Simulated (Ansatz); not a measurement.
# C₂H₉InO₃S: small, medium and large basis sets

Aim: see how fast density functionals converge with the basis set for C₂H₉InO₃S.

Method: one geometry, several basis sets; program: Ansatz 0.2.0, Gaussian basis.

The runs, in order: PBE0-D4/def2-SVP; ωB97M-V/def2-SVP; PBE0-D4/def2-QZVPP; ωB97M-V/def2-QZVPP; the functionals' def2-TZVPP values are taken from earlier runs.

### Step 1. The relaxed structure

The geometry comes from an earlier relaxation with PBE0-D4 in a triple-zeta def2 set; it is a stationary point, not always the lowest conformer. In takes the def2 core potential; no spin-orbit term is included.

SMILES `C[S+](C)[In-]([OH])([OH])[OH]`, 16 atoms, charge 0, spin multiplicity 1.

Atoms are counted from 1 here; the program's logs count them from 0.

Bond lengths: C1–S2 1.799 Å, C1–H8 1.090 Å, C1–H9 1.090 Å, C1–H10 1.090 Å, S2–C3 1.800 Å, S2–In4 2.656 Å, C3–H11 1.090 Å, C3–H12 1.091 Å, C3–H13 1.090 Å, In4–O5 1.994 Å, In4–O6 2.000 Å, In4–O7 2.015 Å, O5–H14 0.960 Å, O6–H15 0.960 Å, O7–H16 0.959 Å. Angles: S2–C1–H8 109.4°, S2–C1–H9 109.8°, S2–C1–H10 106.8°, H8–C1–H9 111.0°, H8–C1–H10 109.5°, H9–C1–H10 110.3°, C1–S2–C3 100.7°, C1–S2–In4 94.5°, C3–S2–In4 98.8°, S2–C3–H11 107.0°, S2–C3–H12 109.5°, S2–C3–H13 109.5°, H11–C3–H12 110.0°, H11–C3–H13 109.3°, H12–C3–H13 111.4°, S2–In4–O5 104.2°, S2–In4–O6 96.5°, S2–In4–O7 91.9° and more.

### Step 2. PBE0-D4 in def2-SVP

in.yaml reads:

```yaml
crystal:
  periodic: [false, false, false]
  atoms:
    - {symbol: C, position_ang: [-0.144521, 0.500709, 1.920581]}
    - {symbol: S, position_ang: [1.168351, 0.300238, 0.706938]}
    - {symbol: C, position_ang: [1.310899, -1.493061, 0.661798]}
    - {symbol: In, position_ang: [-0.431201, 0.635709, -1.386190]}
    - {symbol: O, position_ang: [0.792176, 0.533715, -2.957524]}
    - {symbol: O, position_ang: [-1.242777, 2.359409, -0.777801]}
    - {symbol: O, position_ang: [-1.501098, -1.006185, -0.915917]}
    - {symbol: H, position_ang: [-0.978895, -0.152470, 1.663163]}
    - {symbol: H, position_ang: [0.235637, 0.274298, 2.916370]}
    - {symbol: H, position_ang: [-0.467072, 1.540524, 1.865806]}
    - {symbol: H, position_ang: [2.049407, -1.734395, -0.102761]}
    - {symbol: H, position_ang: [0.345788, -1.928644, 0.399615]}
    - {symbol: H, position_ang: [1.661687, -1.854452, 1.628426]}
    - {symbol: H, position_ang: [0.631454, -0.262125, -3.469996]}
    - {symbol: H, position_ang: [-0.995119, 3.097062, -1.339403]}
    - {symbol: H, position_ang: [-2.434736, -0.810334, -0.813105]}
basis:
  gaussian: {orbitals: def2-SVP}
hamiltonian: {xc: pbe0, dispersion: d4}
output: {orbitals: {seedname: orbitals}}
```

Started as:

```
$ ansatz run in.yaml --threads 2 --pin off --events-out ev --progress --plain --max-ram 31744MiB --backend cpu
```

Further steps of the session: ωB97M-V in def2-SVP; PBE0-D4 in def2-QZVPP; ωB97M-V in def2-QZVPP.

Q: Predict the results of all the runs planned. Wanted: PBE0-D4: double and triple zeta above quadruple; ωB97M-V: double and triple zeta above quadruple.

**Answer**, as computed:

| quantity | value |
| --- | --- |
| PBE0-D4: double and triple zeta above quadruple | 15.47, 0.89 eV |
| ωB97M-V: double and triple zeta above quadruple | 15.77, 0.86 eV |

**Reading.** For PBE0-D4 the step from double to triple zeta gains 14.58 eV and the next only 0.89 eV. Total energies overstate the basis error of differences, where much of it tends to cancel. The LUMO of ωB97M-V is positive and keeps falling with the basis (1.33 to 0.52 eV): an unbound level that the basis holds in place.
